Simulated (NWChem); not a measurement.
# One shape, several levels: Br2 (bromine)

Wanted: a comparison of 6 runs (HF/3-21G, B3LYP/6-31G*, M06-2X/aug-cc-pVTZ, PBE/aug-cc-pVTZ, r2SCAN/aug-cc-pVTZ) of Br2 (bromine). 

The calculation is run with NWChem 7.3.0.

2 further runs of the same task are left out: 2 set aside as unsound or not needed. Runs told in other sessions of the task aren't counted.

### Step 1. The system as given

Br2 has 2 atoms, charge 0, and is taken as a singlet. SMILES: `BrBr`. The Br1–Br2 distance was set to 2.966 Å, away from the relaxed value.

Bond lengths: Br1–Br2 2.966 Å.

### Step 2. A single-point energy at HF/3-21G (run 1)

Input file run.py:

```python
from ase import Atoms
from ase.calculators.nwchem import NWChem

system = Atoms(['Br', 'Br'], positions=[
    [1.556768, -0.520624, 0.797632],
    [-0.972980, 0.325390, -0.498520],
])

calc = NWChem(
    label='calc',
    theory='scf',
    memory='2200 mb',
    basis='3-21G',
    basispar='spherical bse',
    scf={'nopen': '0', 'rhf': None, 'thresh': '1e-08', 'maxiter': '80'},
    task='energy',
)
system.calc = calc

print(f"energy = {system.get_potential_energy():.6f} eV")
print("dipole (e A):", system.get_dipole_moment().round(4))
```

Launch:

```console
$ export ASE_NWCHEM_COMMAND="nwchem PREFIX.nwi > PREFIX.nwo"
$ python run.py
```

The program printed:

```text
energy = -139323.308473 eV
dipole (e A): [ 0. -0.  0.]
```

The calculator wrote calc.nwi:

```
title "calc"

permanent_dir calc

scratch_dir calc

start calc

geometry units angstrom nocenter noautosym noautoz
  Br 1.5567679999999999e+00 -5.2062399999999998e-01 7.9763200000000001e-01
  Br -9.7297999999999996e-01 3.2539000000000001e-01 -4.9852000000000002e-01
end

memory 2200 mb

basis spherical bse noprint
   * library 3-21G
end

scf
  nopen 0
  rhf
  thresh 1e-08
  maxiter 80
end

task scf energy
```

calc.nwo:

```text
Northwest Computational Chemistry Package (NWChem) 7.3.0
             --------------------------------------------------------

           Job information
           ---------------

    nwchem branch   = 7.3.0
    use scalapack   = T
    input           = calc.nwi
    prefix          = calc.
    data base       = calc/calc.db
    status          = startup
    nproc           =        1

           Memory information
           ------------------

    heap     =     72089598 doubles =      550.0 Mbytes
    stack    =     72089595 doubles =      550.0 Mbytes
    global   =    144179200 doubles =     1100.0 Mbytes (distinct from heap & stack)
    total    =    288358393 doubles =     2200.0 Mbytes
    verify   = yes
    hardfail = no

[... 89 lines left out ...]
 Convergence threshold     :          1.000E-08
[... 11 lines left out ...]
       Final RHF  results
[... 3 lines left out ...]
      One-electron energy =  -7575.351941345620
[... 1 line left out ...]
 Nuclear repulsion energy =    218.579828790377
[... 52 lines left out ...]
                       ROHF Final Molecular Orbital Analysis
[... 163 lines left out ...]
  Mulliken analysis of the total density
  --------------------------------------

    Atom       Charge   Shell Charges
 -----------   ------   -------------------------------------------------------
    1 Br  35    35.00   2.00  2.00  5.99  2.00  5.97  0.81  2.15  1.19  2.89 10.00
    2 Br  35    35.00   2.00  2.00  5.99  2.00  5.97  0.81  2.15  1.19  2.89 10.00

       Multipole analysis of the density wrt the origin
       ------------------------------------------------

     L   x y z        total         open         nuclear
     -   - - -        -----         ----         -------
     0   0 0 0     -0.000000      0.000000     70.000000

     1   1 0 0      0.000000      0.000000     38.611977
[... 8 lines of this table left out ...]
     2   0 0 2    -27.037336      0.000000    110.581095

 Task  times  cpu:        1.6s     wall:        1.6s
 Total times  cpu:        1.6s     wall:        1.6s
```

Run time: 2.7 s. Hardware: 1 thread of Intel Xeon at 2.60GHz (Ice Lake), shared host; peak memory 0.098 GiB.

### Step 3. A single-point energy at B3LYP/6-31G(d) (Cartesian functions) (run 2)

Input file test.nw:

```
echo
start test
title "Br2 energy"
memory stack 880 mb heap 220 mb global 1100 mb
geometry noautosym nocenter noautoz
Br     1.556768    -0.520624     0.797632
Br    -0.972980     0.325390    -0.498520
end
basis
Br library 6-31G*
end
dft
xc b3lyp
grid xfine
convergence energy 1e-08
iterations 100
mulliken
print low
end
task dft
```

Launch:

```console
$ nwchem test.nw > test.out
```

The program printed:

```text
[...]
 d= 0,ls=0.0,diis     1  -5147.6875545195 -5.37D+03  8.22D-03  2.46D+00     2.2
[...]
 d= 0,ls=0.0,diis     6  -5147.7084264302 -6.14D-09  9.07D-07  1.48D-09     8.8
         Total DFT energy =    -5147.708426430190
      One electron energy =    -7597.017152031219
           Coulomb energy =     2413.196387012841
    Exchange-Corr. energy =     -182.467490202189
 Nuclear repulsion energy =      218.579828790377
[...]
      Total Density - Mulliken Population Analysis
     ---------------------------------------------
    Atom       Charge   Shell Charges
 -----------   ------   -------------------------------------------------------
    1 Br  35    35.00   2.00  1.99  6.00  1.93  5.99  1.68  3.61  0.35  1.40  7.02  2.95  0.08
    2 Br  35    35.00   2.00  1.99  6.00  1.93  5.99  1.68  3.61  0.35  1.40  7.02  2.95  0.08
[...]
```

Wall time 9.6 s (1 thread of Intel Xeon at 2.60GHz (Ice Lake), shared host); peak memory 0.12 GiB.

Run 3 isn't shown in full; the table further down has it.

### Step 4. A single-point energy at M06-2X/aug-cc-pVTZ (run 4)

Input file br2.nw:

```
start br2
memory total 2200 mb

geometry units angstrom noautosym nocenter noautoz
Br       1.556768      -0.520624       0.797632
Br      -0.972980       0.325390      -0.498520
end

basis spherical bse
* library aug-cc-pVTZ
end

dft
xc m06-2x
grid fine
convergence energy 1e-08
maxiter 100
mulliken
print medium
end

task dft energy
```

Launch:

```console
$ nwchem br2.nw > br2.out
```

The program printed:

```text
[...]
          Wavefunction type:  closed shell.
          No. of atoms     :     2
          No. of electrons :    70
[...]
          Charge           :     0
          Spin multiplicity:     1
[...]
          AO basis - number of functions:   118
[...]
              XC Information
              --------------
                       M06-2X Method XC Functional
                     Hartree-Fock (Exact) Exchange  0.540
                        M06-2X Exchange Functional  1.000
                      M06-2X Correlation Potential  1.000
[...]
 d= 0,ls=0.0,diis     1  -5148.3974835061 -5.37D+03  2.78D-03  5.76D-01    51.8
[...]
 d= 0,ls=0.0,diis     8  -5148.4090407683 -1.73D-09  8.87D-08  5.00D-11   271.1
         Total DFT energy =    -5148.409040768302
      One electron energy =    -7599.304766994390
           Coulomb energy =     2414.973439351847
    Exchange-Corr. energy =     -182.657541916136
 Nuclear repulsion energy =      218.579828790377
[...]
      Total Density - Mulliken Population Analysis
     ---------------------------------------------
    Atom       Charge   Shell Charges
 -----------   ------   -------------------------------------------------------
    1 Br  35    35.00   2.00  2.01  1.86  0.41  1.22  0.50 -0.00  6.00  5.83  1.13  2.76  1.24  0.01  9.69  0.31  0.01  0.01  0.00  0.00
    2 Br  35    35.00   2.00  2.01  1.86  0.41  1.22  0.50 -0.00  6.00  5.83  1.13  2.76  1.24  0.01  9.69  0.31  0.01  0.01  0.00  0.00
[...]
```

It took 4.5 min on 1 thread of Intel Xeon at 2.60GHz (Ice Lake), shared host; peak memory 0.13 GiB.

Run 5 isn't shown in full; the table further down has it.

### Step 5. A single-point energy at r2SCAN/aug-cc-pVTZ (run 6)

Input file work.nw:

```
start work
memory 2200 mb

geometry units angstrom noautosym nocenter noautoz
 Br    1.556768   -0.520624    0.797632
 Br   -0.972980    0.325390   -0.498520
end

basis spherical bse
 Br library aug-cc-pVTZ
end

dft
 xc r2scan
 grid fine
 convergence energy 1e-08
 iterations 100
 mulliken
 print medium
end

task dft
```

Launch:

```console
$ nwchem work.nw > work.out
```

The program printed:

```text
[...]
          Wavefunction type:  closed shell.
          No. of atoms     :     2
          No. of electrons :    70
[...]
          Charge           :     0
          Spin multiplicity:     1
[...]
          AO basis - number of functions:   118
[...]
              XC Information
              --------------
                      r^2SCAN Method XC Functional
               r^2SCAN metaGGA Exchange Functional  1.000
                     r^2SCAN Correlation Potential  1.000
[...]
 d= 0,ls=0.0,diis     1  -5148.2871530929 -5.37D+03  3.24D-03  5.98D-01    51.0
[...]
 d= 0,ls=0.0,diis     8  -5148.3100721379  1.92D-10  2.08D-07  1.25D-09   262.5
         Total DFT energy =    -5148.310072137863
      One electron energy =    -7598.718217673925
           Coulomb energy =     2414.304223572022
    Exchange-Corr. energy =     -182.475906826336
 Nuclear repulsion energy =      218.579828790377
[...]
      Total Density - Mulliken Population Analysis
     ---------------------------------------------
    Atom       Charge   Shell Charges
 -----------   ------   -------------------------------------------------------
    1 Br  35    35.00   2.00  2.01  1.92  0.45  1.11  0.53 -0.01  6.00  5.83  1.19  2.72  1.22  0.01  9.64  0.35  0.02  0.00  0.00  0.00
    2 Br  35    35.00   2.00  2.01  1.92  0.45  1.11  0.53 -0.01  6.00  5.83  1.19  2.72  1.22  0.01  9.64  0.35  0.02  0.00  0.00  0.00
[...]
```

It took 4.4 min on 1 thread of Intel Xeon at 2.60GHz (Ice Lake), shared host; peak memory 0.13 GiB.

### Step 6. The series

| run | level | Cartesian functions | iteration cap | energy (Eh) | dipole moment (D) | wall time |
| --- | --- | --- | --- | --- | --- | --- |
| 1 | HF/3-21G | no | 80 | -5120.037191 | 0.00 | 2.7 s |
| 2 | B3LYP/6-31G* (Cartesian functions) | yes | 100 | -5147.708426 | – | 9.6 s |
| 3 | B3LYP/6-31G* (spherical functions) | no | 100 | -5147.690910 | 0.00 | 9 s |
| 4 | M06-2X/aug-cc-pVTZ | no | 100 | -5148.409041 | 0.00 | 4.5 min |
| 5 | PBE/aug-cc-pVTZ | no | 100 | -5147.578830 | 0.00 | 7 min |
| 6 | r2SCAN/aug-cc-pVTZ | no | 100 | -5148.310072 | 0.00 | 4.4 min |

### Step 7. Outcome

```
            quantity           value
 run 6: total energy  -5148.31007 Eh
run 6: dipole moment          0.00 D
  run 6: HOMO energy        -7.87 eV
  run 6: LUMO energy        -7.27 eV
run 6: HOMO–LUMO gap         0.60 eV
```

**Reading.** Over runs 1, 4, 6 the HOMO–LUMO gap runs from 0.60 eV (r2SCAN/aug-cc-pVTZ) to 8.67 eV (HF/3-21G). The two ends differ in method and basis. Totals of different functionals can't be ranked against each other. All runs together took 16 min, the longest 7 min.
